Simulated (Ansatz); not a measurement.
# UHSE06/def2-SVPD run of GeH2ClO (SMILES [O][GeH2][Cl])

Aim: the electronic atomisation energy of GeH2ClO at UHSE06/def2-SVPD, from 5 runs. 

The calculation is run with Ansatz 0.2.0.

74 further runs of the same task are left out: 1 that didn't finish, 73 set aside as unsound or not needed.

**1. The structure to begin with**

GeH2ClO has 5 atoms, charge 0, and is taken as a doublet. As SMILES, `[O][GeH2][Cl]`. The coordinates come from a PBE0-D4/def2-TZVP relaxation.

Bond lengths: O1–Ge2 1.781 Å, Ge2–Cl3 2.144 Å, Ge2–H4 1.531 Å, Ge2–H5 1.531 Å. Angles: O1–Ge2–Cl3 110.8°, O1–Ge2–H4 106.5°, O1–Ge2–H5 106.5°, Cl3–Ge2–H4 108.2°, Cl3–Ge2–H5 108.2°, H4–Ge2–H5 116.7°.

**2. The energy at UHSE06/def2-SVPD**

File run.yaml:

```yaml
crystal:
  periodic: [false, false, false]
  atoms:
    - symbol: O
      position_ang: [-0.272400, -0.591800, 1.625500]
    - symbol: Ge
      position_ang: [0.123700, -0.081200, -0.034500]
    - symbol: Cl
      position_ang: [-1.347100, 1.290100, -0.778900]
    - symbol: H
      position_ang: [0.081000, -1.343800, -0.899000]
    - symbol: H
      position_ang: [1.464600, 0.653000, 0.045400]
basis:
  gaussian:
    orbitals: def2-SVPD
magnetization:
  spin_polarized: true
  initial_magnetization: 1
hamiltonian:
  xc: hse06
accuracy: high
output:
  orbitals: {seedname: orbitals}
```

On the command line:

```sh
ansatz run run.yaml --threads 1 --pin off --max-ram 3480MiB --events-out events.jsonl --progress --plain --runs-dir runs
```

Standard output:

```text
Warning: RAYON_NUM_THREADS=1 ignored (pool sized by the plan → 1); use --threads N
Functional definition: HSE06
  name "HSE06"
  parameter a = 0.25
  parameter omega = 0.11/bohr
  exchange = pbe_x - a*pbe_x_sr(omega) + a*exact_x_sr(omega)
  correlation = pbe_c
1996 factors; integrals over basis functions are off by at most 4.4e-9 eV
134 factors; integrals over basis functions are off by at most 1.4e-9 eV
mean field evaluation 1: about -71079.6241 eV, gradient 5.0e1 eV
mean field evaluation 2: about -70878.6663 eV, gradient 1.4e2 eV
mean field evaluation 4: about -71092.3672 eV, gradient 1.5e1 eV
mean field evaluation 8: about -71093.6239 eV, gradient 8.3e-1 eV
mean field evaluation 16: about -71093.6864 eV, gradient 8.5e-4 eV
mean field evaluation 32: about -71093.6864 eV, gradient 1.4e-6 eV
mean field -71093.68643343 eV, -2612.6447873972 hartree, gradient 5.2e-8 eV, S^2 0.754373; 2 other end points of the search recorded, 0 dependent functions left out
reference -71093.68643715 eV, -2612.6447875338 hartree; 30, 29 occupied and 74, 75 virtual orbitals, 1996 factors
Total energy: -71093.68643715 eV, -2612.6447875338 hartree
```

Run time: 34 s. Hardware: 1 thread of Intel Xeon Platinum 8259CL at 2.50GHz (Skylake/Cascade Lake), shared host; peak memory 0.59 GiB.

**3. The Cl atom at the same level**

File run.yaml:

```yaml
crystal:
  periodic: [false, false, false]
  atoms:
    - {symbol: Cl, position_ang: [0.000000, 0.000000, 0.000000]}
basis:
  gaussian:
    orbitals: def2-SVPD
magnetization:
  spin_polarized: true
  initial_magnetization: 1
accuracy: high
hamiltonian:
  xc: hse06
```

Run the same way, it converges to -459.83864 Eh (log not shown).

**4. The Ge atom, same level**

File run.yaml:

```yaml
crystal:
  periodic: [false, false, false]
  atoms:
    - {symbol: Ge, position_ang: [0.000000, 0.000000, 0.000000]}
basis:
  gaussian:
    orbitals: def2-SVPD
magnetization:
  spin_polarized: true
  initial_magnetization: 2
hamiltonian:
  xc: hse06
accuracy: high
```

Run the same way, it converges to -2076.39644 Eh (log not shown).

**5. The H atom**

File job.yaml:

```yaml
crystal:
  periodic: [false, false, false]
  atoms:
    - {symbol: H, position_ang: [0.000000, 0.000000, 0.000000]}
basis:
  gaussian:
    orbitals: def2-SVPD
magnetization:
  spin_polarized: true
  initial_magnetization: 1
hamiltonian:
  xc: {name: HSE06}
accuracy: high
```

Run the same way, it converges to -0.50000 Eh (log not shown).

**6. The O atom, same level**

File in.yaml:

```yaml
crystal:
  periodic: [false, false, false]
  atoms:
    - {symbol: O, position_ang: [0.000000, 0.000000, 0.000000]}
basis:
  gaussian: {orbitals: def2-SVPD}
magnetization: {spin_polarized: true, initial_magnetization: 2}
hamiltonian: {xc: hse06}
accuracy: high
```

Run the same way, it converges to -74.92859 Eh (log not shown).

**7. Outcome**

Level: UHSE06/def2-SVPD.

```
                                    quantity           value
                      molecule: total energy  -2612.64479 Eh
molecule: HOMO energy (highest over α and β)        -8.76 eV
 molecule: LUMO energy (lowest over α and β)        -5.20 eV
                              molecule: ⟨S²⟩           0.754
                       Cl atom: total energy   -459.83864 Eh
                               Cl atom: ⟨S²⟩           0.753
                       Ge atom: total energy  -2076.39644 Eh
                               Ge atom: ⟨S²⟩           2.003
                        H atom: total energy     -0.50000 Eh
                                H atom: ⟨S²⟩           0.750
                        O atom: total energy    -74.92859 Eh
                                O atom: ⟨S²⟩           2.004
               electronic atomisation energy       13.092 eV
```

In words: Taking the molecule apart into free atoms costs 13.09 eV (1263 kJ/mol), before zero-point energy and without spin-orbit coupling.
